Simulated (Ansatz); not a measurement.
Task: a cleavage or sliding curve of NbRu, space group Pm-3m, with Ansatz 0.2.0 through its Python package. Give the script and its output. Settings (first run): r2SCAN, norm-conserving potentials, the default cutoff (1143 eV here), 5×5×3 k-points, Fermi-Dirac smearing of 0.15 eV.

```
Nb Ru
1.0
     3.18400    0.00000    0.00000
     0.00000    3.18400    0.00000
     0.00000    0.00000    3.18400
Nb Ru
1 1
Direct
  0.00000 0.00000 0.00000
  0.50000 0.50000 0.50000
```

The script, `cleave_nbru.py`:
```python
# -*- coding: utf-8 -*-
import ansatz as az
import numpy as np

vectors0 = np.array([
    [3.184, 0.0, 0.0],
    [0.0, 3.184, 0.0],
    [0.0, 0.0, 3.184],
])
sites = [
    ('Nb', (0.0, 0.0, 0.0)),
    ('Ru', (0.5, 0.5, 0.5)),
]


def build(cell):
    crystal = az.Crystal(lattice=az.Lattice.of(cell))
    for symbol, position in sites:
        crystal = crystal.atom(symbol, position)
    return crystal


def main():
    block = build(vectors0).supercell(1, 1, 2).resolved()
    cell0 = np.array(block.lattice.vectors)
    xyz = np.array([site.position for site in block.sites]) @ cell0
    normal = np.cross(cell0[0], cell0[1])
    area = np.linalg.norm(normal)
    normal *= np.sign(normal @ cell0[2]) / area
    energies = []
    for amount in [0, 1.0, 2.0, 3.0, 5.0]:
        cell = cell0.copy()
        cell[2] += amount * normal
        moved = az.Crystal(lattice=az.Lattice.of(cell))
        for site, fraction in zip(block.sites, xyz @ np.linalg.inv(cell)):
            moved = moved.atom(site.symbol, fraction)
        base = (
            moved.calculation()
            .pseudopotentials('nc')
            .scf(max_iterations=100)
            .occupations(az.OccupationsMethod.FERMI_DIRAC, width=0.15)
            .functional('r2scan')
            .eigensolver('auto', mixed_precision=False)
            .kpoints(5, 5, 3)
        )
        energies.append(base.run().report['free_energy_ev'])
        print(f'gap {amount:4.2f} A: {(energies[-1] - energies[0]) / area * 16.02177:8.4f} J/m^2')


if __name__ == '__main__':
    main()
```

Output of `python cleave_nbru.py`:
```text
DeckWarning: basis.ecutwfc = 1142.878222 eV, auto-derived from the records' recommended cutoffs: set by Ru (normal level)
gap 0.00 A:   0.0000 J/m^2
gap 1.00 A:   2.4053 J/m^2
gap 2.00 A:   4.7629 J/m^2
gap 3.00 A:   5.7732 J/m^2
gap 5.00 A:   6.2392 J/m^2
```
(Warnings from the package without file and line.)

Caveats:
- The settings weren't tested for convergence.
- The run is spin-unpolarised.
- Such functionals run on norm-conserving files made under PBE, which can move pressures by some GPa.
- This is a high-temperature or high-pressure form, not the ambient phase.
- The starting cell is as deposited in a crystallographic database; the results hold for this polymorph, which needn't be the stable one.
- Levels are Kohn-Sham eigenvalues on this mesh, without spin-orbit coupling.
- The atoms are held rigidly, so these energies lie above those of relaxed faces or faults.
- Timing: 94 s on 1 thread of Arm Neoverse V2, with other jobs on the host, peak memory 0.58 GiB.

(A comment or docstring line of the script was reworded after the run, the code is as it ran; lines on the test bed's own set-up are left out of the output.)
